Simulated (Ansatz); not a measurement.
# BP: a single-point run

Wanted: a converged single-point run for BP, and a check of what comes out. The structure is shown as the input types it.

Program: Ansatz 0.2.0. Level of theory: density functional or hybrid calculation with the settings of its input, plane waves (as first typed). These are calculated values, not measurements.

8 further runs of the same task are left out: 1 for a known fault of the program, 6 that didn't finish, 1 set aside as unsound or not needed.

### Step 1. Starting point

The structure is cubic, space group F-43m (No. 216). Conventional cell: a = 4.537 Å, b = 4.537 Å, c = 4.537 Å, α = 90.00°, β = 90.00°, γ = 90.00°. B (site symmetry -43m) is surrounded by 4 P at 1.96 Å. P (site symmetry -43m) is surrounded by 4 B at 1.96 Å.

Coordinates:

```cif
data_structure
_symmetry_space_group_name_H-M 'F-43m'
_symmetry_Int_Tables_number 216
_cell_length_a 4.5366
_cell_length_b 4.5366
_cell_length_c 4.5366
_cell_angle_alpha 90.000
_cell_angle_beta 90.000
_cell_angle_gamma 90.000
_cell_volume 93.37
loop_
_atom_site_label
_atom_site_type_symbol
_atom_site_symmetry_multiplicity
_atom_site_Wyckoff_symbol
_atom_site_fract_x
_atom_site_fract_y
_atom_site_fract_z
_atom_site_occupancy
B1 B 4 a 0.00000 0.00000 0.00000 1
P1 P 4 d 0.25000 0.25000 0.75000 1
```

### Step 2. The run

Input file input.yaml:

```yaml
crystal:
  lattice:
    - [0.0, 2.2683155501, 2.2683155501]
    - [2.2683155501, 0.0, 2.2683155501]
    - [2.2683155501, 2.2683155501, 0.0]
  atoms:
    - { symbol: B, position: [0.0, 0.0, 0.0] }
    - { symbol: P, position: [0.25, 0.25, 0.25] }
kpoints:
  mp_grid: { grid: [6, 6, 6] }
hamiltonian:
  xc: pbe
scf:
  occupations: { method: fixed }
  n_extra_bands: 4
  convergence: { dr2_threshold: 1.0e-20 }
  max_iter: 64
output:
  forces: true
  stress: true
  eigenvalues: true
```

Started as:

```console
> ansatz run input.yaml --threads 4 --pin off --max-ram 3686MiB --backend cpu --events-out ev --progress --plain --runs-dir out
```

Q: Will this input give a usable result? If not, why, and what should change?

The run converged and reported no error. That alone doesn't make the input a sound one.

The suspect setting: scf.convergence.dr2_threshold is 1.0e-20. The risk: threshold needlessly tight. Once met, so tight a threshold does no harm; it costs cycles.

To check: delete scf.convergence.dr2_threshold (the default then holds).
